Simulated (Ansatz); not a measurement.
# C2H3ISi: the cost of one run

All numbers are computed with Ansatz 0.2.0 through its Python package. Level of theory: Hartree-Fock/def2-SVP.

### 1 The structure

Bond lengths: I1–C2 1.889 Å, C2–C3 1.274 Å, C2–Si4 1.770 Å, C3–Si4 1.728 Å, C3–H5 1.098 Å, Si4–H6 1.499 Å, Si4–H7 1.460 Å. Angles: I1–C2–C3 142.3°, I1–C2–Si4 150.8°, C3–C2–Si4 66.9°, C2–C3–Si4 70.4°, C2–C3–H5 141.9°, Si4–C3–H5 147.6°, C2–Si4–C3 42.7°, C2–Si4–H6 119.0°, C2–Si4–H7 120.7°, C3–Si4–H6 111.8°, C3–Si4–H7 112.3°, H6–Si4–H7 120.2°.

The script holds or builds the structure itself.

### 2 The code

c2h3isi_md.py

```python
"""A short Born-Oppenheimer trajectory of C2H3ISi."""

import ansatz as az
from ase import Atoms
import numpy as np

atoms = Atoms(["I", "C", "C", "Si", "H", "H", "H"], positions=[
    [-1.6737, -2.2128, 0.3179],
    [-0.4857, -0.7551, 0.1369],
    [0.7197, -0.4034, 0.3544],
    [-0.1354, 0.8949, -0.3999],
    [1.6703, -0.7781, 0.7555],
    [-0.3681, 2.0333, 0.5475],
    [0.3342, 1.1532, -1.7579],
])
c2h3isi = az.Crystal.molecule_from_ase(atoms)

job = c2h3isi.calculation()
job = job.basis(gaussian="def2-SVP")
job = job.functional("hf")
job = job.md("nve", timestep=0.5, steps=40, temperature=300, initial_velocities="maxwell_boltzmann", seed=13)
frames = []
job.session().plan().execute(on_event=lambda e: frames.append(e["data"]) if e["event"] == "md_step" else None)
print("t (fs)   E_pot (eV)      E_kin (eV)   T (K)   d(0-1) (A)")
for f in frames[::3]:
    xyz = np.array(f["positions_ang"])
    print(f"{f['time_fs']:6.2f} {f['lagrangian_ev']:14.5f} {f['e_kin_ev']:10.5f} {f['temperature_k']:8.1f} {np.linalg.norm(xyz[0] - xyz[1]):9.4f}")
kept = np.array([f["conserved_ev"] for f in frames])
print(f"conserved energy moves by at most {1000 * np.ptp(kept):.3f} meV")
```

### 3 Launch

On the command line:

```sh
$ python c2h3isi_md.py
```

What time and memory should one allow on 1 thread of Arm Neoverse V2, shared host?

About 90 s, with a peak of 0.25 GiB.
